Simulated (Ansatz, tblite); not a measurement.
**Ge(GeH3)2H2 (Ge3H8): removing an electron**

An exercise on one series of results from a longer session: the logs are not shown, and one member is left open.

The runs use Ansatz 0.2.0, Gaussian basis; as each input shows.

Plan: charge +1 doublet, at the geometry of the singlet (PBE0-D4/def2-TZVP, PBE-D4/def2-TZVP, r2SCAN-D4/def2-TZVP, LC-ωPBE(0.10)/def2-TZVP, LC-ωPBE(0.15)/def2-TZVP, LC-ωPBE(0.20)/def2-TZVP, LC-ωPBE(0.30)/def2-TZVP, CCSD(T)/def2-SVP); charge +1 doublet, relaxed (PBE0-D4/def2-TZVP, PBE-D4/def2-TZVP); the starting singlet's energies come from earlier runs.

**The relaxed structure**

The singlet was relaxed beforehand with r2SCAN-D4/def2-SVP.

11 atoms, charge 0, spin multiplicity 1.

Atoms are counted from 1 here; the program's logs count them from 0.

Bond lengths: Ge1–Ge2 2.417 Å, Ge1–Ge6 2.417 Å, Ge1–H10 1.540 Å, Ge1–H11 1.540 Å, Ge2–H3 1.538 Å, Ge2–H4 1.537 Å, Ge2–H5 1.537 Å, Ge6–H7 1.538 Å, Ge6–H8 1.537 Å, Ge6–H9 1.537 Å. Angles: Ge2–Ge1–Ge6 111.0°, Ge2–Ge1–H10 109.5°, Ge2–Ge1–H11 109.6°, Ge6–Ge1–H10 109.5°, Ge6–Ge1–H11 109.7°, H10–Ge1–H11 107.6°, Ge1–Ge2–H3 110.1°, Ge1–Ge2–H4 111.0°, Ge1–Ge2–H5 110.0°, H3–Ge2–H4 108.6°, H3–Ge2–H5 108.4°, H4–Ge2–H5 108.6°, Ge1–Ge6–H7 110.1°, Ge1–Ge6–H8 110.0°, Ge1–Ge6–H9 111.0°, H7–Ge6–H8 108.4°, H7–Ge6–H9 108.6°, H8–Ge6–H9 108.6°.

As a file:

```xyz
11
charge 0, multiplicity 1
Ge   -0.81459    0.01655   -0.57830
Ge   -0.85123   -0.01973    1.83828
H    -0.19427   -1.30905    2.35816
H    -2.29273    0.04521    2.36786
H    -0.06919    1.18103    2.39499
Ge    1.45496    0.00537   -1.40981
H     2.17626   -1.27686   -0.96308
H     2.22524    1.21364   -0.85308
H     1.47890    0.07300   -2.94509
H    -1.54015    1.27767   -1.08393
H    -1.57320   -1.20684   -1.12598
```

The first run:

in.yaml

```yaml
crystal:
  periodic: [false, false, false]
  atoms:
    - {symbol: Ge, position_ang: [-0.814592, 0.016554, -0.578301]}
    - {symbol: Ge, position_ang: [-0.851226, -0.019729, 1.838278]}
    - {symbol: H, position_ang: [-0.194274, -1.309054, 2.358162]}
    - {symbol: H, position_ang: [-2.292734, 0.045209, 2.367861]}
    - {symbol: H, position_ang: [-0.069191, 1.181034, 2.394988]}
    - {symbol: Ge, position_ang: [1.454961, 0.005373, -1.409809]}
    - {symbol: H, position_ang: [2.176259, -1.276855, -0.963076]}
    - {symbol: H, position_ang: [2.225238, 1.213637, -0.853085]}
    - {symbol: H, position_ang: [1.478895, 0.073001, -2.945091]}
    - {symbol: H, position_ang: [-1.540148, 1.277673, -1.083933]}
    - {symbol: H, position_ang: [-1.573199, -1.206842, -1.125983]}
basis:
  gaussian: {orbitals: def2-SVP}
total_charge: 1
magnetization: {spin_polarized: true, initial_magnetization: 1}
hamiltonian: {xc: pbe0, dispersion: d4}
output: {orbitals: {seedname: orbitals}}
```

Command:

```console
$ ansatz run in.yaml --threads 4 --pin off --events-out ev --progress --plain --max-ram 3916MiB
```

Steps of the session up to this table: Charge +1 doublet at the fixed geometry, first pass, PBE0-D4/def2-SVP; Charge +1 doublet at the fixed geometry, PBE0-D4/def2-TZVP; Charge +1 doublet at the fixed geometry, PBE-D4/def2-TZVP; Charge +1 doublet at the fixed geometry, r2SCAN-D4/def2-TZVP; Charge +1 doublet at the fixed geometry, LC-ωPBE(0.10)/def2-TZVP; Charge +1 doublet at the fixed geometry, LC-ωPBE(0.15)/def2-TZVP; Charge +1 doublet at the fixed geometry, LC-ωPBE(0.20)/def2-TZVP; Charge +1 doublet at the fixed geometry, LC-ωPBE(0.30)/def2-TZVP; Charge +1 doublet at the fixed geometry, CCSD(T)/def2-SVP.

One of the session's tables, all rows but one given; the rest of the session is left out.

| method | vertical ionisation energy (eV) |
| --- | --- |
| HF/def2-SVP | 9.20 |
| PBE-D4/def2-TZVP | 9.47 |
| r2SCAN-D4/def2-TZVP | ? |
| PBE0-D4/def2-TZVP | 9.65 |
| MP2/def2-SVP | 9.75 |
| CCSD/def2-SVP | 9.68 |
| CCSD(T)/def2-SVP | 9.69 |

**Question.** Estimate the row for r2SCAN-D4/def2-TZVP.

The run gave: vertical ionisation energy (eV): 9.58. In the column «vertical ionisation energy (eV)» it lies between PBE-D4/def2-TZVP (9.47) and PBE0-D4/def2-TZVP (9.65).

To keep in mind: The yardstick is in a double-zeta basis, so levels in larger sets aren't compared like for like.
